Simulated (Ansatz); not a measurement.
# Sr3Al2Ge2: from the start to rest

Aim: in Sr3Al2Ge2, a known structure type filled with other elements, at an estimated volume, relax cell and atoms at 5 GPa, then read levels, charges and fields where it ends.

Method: DFT, r2SCAN, no spin polarisation, plane waves, PAW, in Ansatz 0.2.0.

## 1. Geometry

Symmetry: Immm, No. 71, orthorhombic system. Conventional cell: a = 4.383 Å, b = 4.854 Å, c = 19.433 Å, α = 90.00°, β = 90.00°, γ = 90.00°. Ge (site symmetry mm2) has 2 Al at 2.65 Å as nearest neighbours. Around Al (site symmetry mm2) lie 1 Al at 2.52 Å and 2 Ge at 2.65 Å. Sr (site symmetry mmm) has 8 Al at 3.50 Å and 4 Ge at 3.67 Å as nearest neighbours. Sr (site symmetry mm2) is surrounded by 2 Al at 3.34 Å and 5 Ge at 3.37 to 3.40 Å.

Its coordinates follow in the input file.

It starts from an earlier solution of the starting cell (checkpoint.read).

## 2. The relaxation

Input file input.yaml:

```yaml
crystal:
  lattice:
    - [0.0, 0.0, 4.853629]
    - [4.383385, 0.0, 0.0]
    - [2.191692, 9.716584, -2.426814]
  atoms:
    - { symbol: Ge, position: [0.3584, 0.6416, 0.7168] }
    - { symbol: Ge, position: [0.6416, 0.3584, 0.2832] }
    - { symbol: Al, position: [0.4351, 0.0649, 0.8702] }
    - { symbol: Al, position: [0.5649, 0.9351, 0.1298] }
    - { symbol: Sr, position: [0.0, 0.5, 0.0] }
    - { symbol: Sr, position: [0.1832, 0.8168, 0.3664] }
    - { symbol: Sr, position: [0.8168, 0.1832, 0.6336] }
  symmetry: { tolerance: 0.0003 }
kpoints:
  mp_grid: { grid: [5, 5, 5], shift: [0, 0, 0] }
magnetization:
  spin_polarized: false
scf:
  occupations: { method: gaussian, width: 0.256 }
  lower_state_search: "off"
hamiltonian:
  pseudopotentials: { kind: paw }
  xc: r2scan
basis:
  ecutwfc: 500
  fft_grid_basis: typed
relax:
  max_steps: 80
  cell: { p_target: 5.0 }
  f_tol: 0.03
output:
  forces: true
  stress: true
  eigenvalues: true
  bader: true
  populations: true
  elf: true
  write_potential: true
  volumetric_format: npy
  dos:
    e_range: [-12, 8]
    de: 0.05
    projected: { site_lists: { Al: [Al], Ge: [Ge], Sr: [Sr] } }
  write_density: true
checkpoint:
  read: saved_state
```

On the command line:

```
> ansatz run input.yaml --threads 2 --pin off --max-ram 3584MiB --backend cpu --events-out ev --progress --plain --runs-dir out
```

Before running it: what results should come out? Wanted: moves; largest move; cell; volume; pressure at the end; character; Bader charges; density maxima off the nuclei.

The runs gave:

| quantity | value |
| --- | --- |
| moves | 3 |
| largest move | 0.06 Å (Sr) |
| space group (0.01 Å), before / after | Immm / Immm |
| cell | a = 4.669 Å, b = 4.143 Å, c = 9.838 Å, α = 77.85°, β = 103.72°, γ = 90.00° |
| volume | 25.78 Å³/atom (-12.7 %) |
| pressure at the end | 4.99 GPa |
| character | metal |
| density of states, mean within 0.25 eV of the Fermi level | 2.4 per eV per cell |
| Bader charges | Ge -2.36, Al +0.79, Sr +1.29 e |
| density maxima off the nuclei | 2 |

**Reading.** The volume shrank by 12.7 %, and the largest move of an atom is 0.06 Å apart from the change of the cell. The run held to 8 symmetry operations, so a lower structure without them is not ruled out. Bands cross the Fermi level: a metal; within 0.25 eV of the Fermi level the density of states averages 2.4 per eV per cell. By Bader's partition Sr gives up most (+1.29 e) and Ge takes most (-2.36 e).

Keep in mind: the k mesh is coarse for a cell without a gap; wide smearing.
